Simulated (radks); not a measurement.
# Co⁷⁺ in [Ar] 3d2: an all-electron calculation

Wanted: eigenvalues, radial structure and energy terms of the cobalt ion Co7+.

Method: scalar-relativistic Kohn-Sham, r2SCAN, spin-polarised, spherical densities, finite nucleus; open shells are filled with parallel spins first. Code: radks (a radial shooting solver on a logarithmic mesh, Libxc functionals) version 1.

**1. Starting point**

```
element            : cobalt (Z = 27)
charge             : +7
electrons          : 20
configuration      : [Ar] 3d2
nuclear rms radius : 3.7875 fm
```

The outer shells:

Co⁷⁺
```
[Ar] core
3d [↑ ][↑ ][  ][  ][  ]
```

**2. Self-consistent calculation**

Input:

```text
Z 27
configuration [Ar] 3d2 4s0 4p0 4d0 4f0
relativity scalar-relativistic
functional r2scan,r2scan
spin polarised
nucleus finite rms 3.7875 fm
c 137.035999084
```

Started as:

```
$ python run_ks.py task.json out
```

This one command runs every case of the session in turn.

Q: Predict the outcome of this run.

**Answer**, as computed:

| quantity | value |
| --- | --- |
| total energy | -1377.89665 hartree |
| exchange-correlation share of it | 3.99 % |
| −T/E | 1.0133 |
| highest occupied level | 3d up, -143.03 eV |
| most extended occupied level | 3d up, <r> = 0.750 bohr |
| radius at density 0.001 e/bohr³ | 2.03 bohr |
| maxima of the radial density | 3 |
| ionisation energy, NIST | 158 (semi-emp.) eV |

The radial density shows 3 maxima for 3 occupied principal shells. Relativity lifts −T/E to 1.013. Minus the highest eigenvalue, 143.03 eV, is 91 % of the tabulated ionisation energy (158 eV). Open shells are spherical and high-spin; term and fine-structure splittings are not resolved.
